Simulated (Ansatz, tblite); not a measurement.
## A script for MoSeO (GFN2-xTB)

These are simulated results from tblite 0.8.0, not measurements. The cell was built from a prototype and was relaxed with r2SCAN in plane waves (Ansatz 0.2.0). It may be hypothetical. It is a single sheet, repeated along a and b, with vacuum along c. All runs are without spin polarisation.

The sheet's in-plane cell has a = 3.058 Å, b = 3.058 Å (γ = 120.0°), and its outermost atoms lie 2.86 Å apart along the normal. Mo has 3 O at 2.08 Å and 3 Se at 2.49 Å; O has 3 Mo at 2.08 Å; Se has 3 Mo at 2.49 Å.

tblite solves periodic systems at the zone centre alone, so the script builds a cluster of 4×4×1 conventional cells (48 atoms), which folds in a coarse mesh of k points.

The script, run.py:

```python
import json
from ase import Atoms
from ase.build import make_supercell
from ase.units import Bohr, GPa, Hartree
from tblite.interface import Calculator

atoms = Atoms(['Mo', 'O', 'Se'],
              cell=[[3.05771823, 0.0, 0.0], [-1.52885911, 2.64806166, 0.0], [0.0, 0.0, 30.15497396]],
              scaled_positions=[[0.333333333, 0.666666667, 0.305666474], [0.666666667, 0.333333333, 0.342227161], [0.666666667, 0.333333333, 0.24748104]],
              pbc=True)
cluster = make_supercell(atoms, [[4, 0, 0], [0, 4, 0], [0, 0, 1]])
calc = Calculator('GFN2-xTB', cluster.numbers, cluster.positions / Bohr, lattice=cluster.cell[:] / Bohr, periodic=cluster.pbc)
calc.set('temperature', 0.02 / Hartree)
calc.set('max-iter', 150)
res = calc.singlepoint()
levels = res.get('orbital-energies') * Hartree
nv = round(res.get('orbital-occupations').sum() / 2)
cells = len(cluster) // len(atoms)
out = {'energy_per_cell': res.get('energy') * Hartree / cells, 'homo': levels[nv - 1], 'lumo': levels[nv],
       'stress': (-res.get('virial') * Hartree / cluster.get_volume() / GPa).tolist(), 'charges': res.get('charges')[:len(atoms)].tolist(), 'electrons': 2 * nv / cells}
json.dump(out, open('results.json', 'w'))
for key, value in out.items():
    print(key, value)
```

Command: `python run.py`. It took 2.1 s on 1 thread of Arm Neoverse V1, on a shared host, peak memory 0.11 GiB.

What it printed:

```
------------------------------------------------------------
  cycle        total energy    energy error   density error
------------------------------------------------------------
      1     -142.9456246276  -1.4314237E+02   4.9052696E-01
      2     -140.7209214723   2.2247032E+00   6.6879644E-01
      3     -148.6594321814  -7.9385107E+00   4.6877734E-01
      4     -150.2424938764  -1.5830617E+00   2.3572988E-01
      5     -150.8758146119  -6.3332074E-01   6.9754503E-02
      6     -150.9045836536  -2.8769042E-02   6.4147750E-02
      7     -151.0140654129  -1.0948176E-01   3.5403990E-02
      8     -151.0238420204  -9.7766075E-03   1.6613270E-02
      9     -151.0387435322  -1.4901512E-02   9.2169063E-03
     10     -151.0380023872   7.4114500E-04   6.9329848E-03
     11     -151.0405019244  -2.4995372E-03   2.1453656E-03
     12     -151.0405109804  -9.0559665E-06   1.3971126E-03
     13     -151.0405257154  -1.4735069E-05   1.0973122E-03
     14     -151.0405503648  -2.4649380E-05   3.5450813E-04
     15     -151.0405526568  -2.2920078E-06   1.8553729E-04
     16     -151.0405531963  -5.3950089E-07   3.6824818E-05
     17     -151.0405532167  -2.0337609E-08   2.6515764E-05
     18     -151.0405532603  -4.3582475E-08   1.7124738E-05
------------------------------------------------------------

 total:                                   1.440 sec
energy_per_cell -256.8764250061769
homo -12.461555583378317
lumo -11.345839114325903
stress [[0.7622284356829929, -1.6635417180555884e-05, 6.803727007743296e-08], [-1.66354171806033e-05, 0.7622093281437395, -4.5725949540277704e-08], [6.803727006274073e-08, -4.5725949525016805e-08, 1.4668938792575301]]
charges [0.4891095247740178, -0.40099199886542225, -0.0881083794639948]
electrons 18.0
```

The cycle table is in hartree for the whole cluster, and the lines after it are in eV (the energy for one cell). The printed stress is in GPa and positive in compression, and the pressure is its mean diagonal, here averaged over the vacuum too.

GFN2-xTB gives a gap of 1.12 eV. On the same cell, plane-wave PBE (Ansatz, 12×12×1 k points and the special points) gives a gap of 0.79 eV and r2SCAN a gap of 0.87 eV; on shared hosts these took about 16 and 34 core-seconds on the 3-atom cell, against 2.1 for the script. Semilocal gaps usually lie below measured ones. xTB was fitted to molecules, so gaps, charges and pressures of solids can be far off, and the gap also depends on the size of the cluster.

xTB was fitted mostly to molecules, and a small cluster samples few k points, so gaps, pressures and kinks along a curve can be far from a solid's.

Spin-orbit coupling is left out.
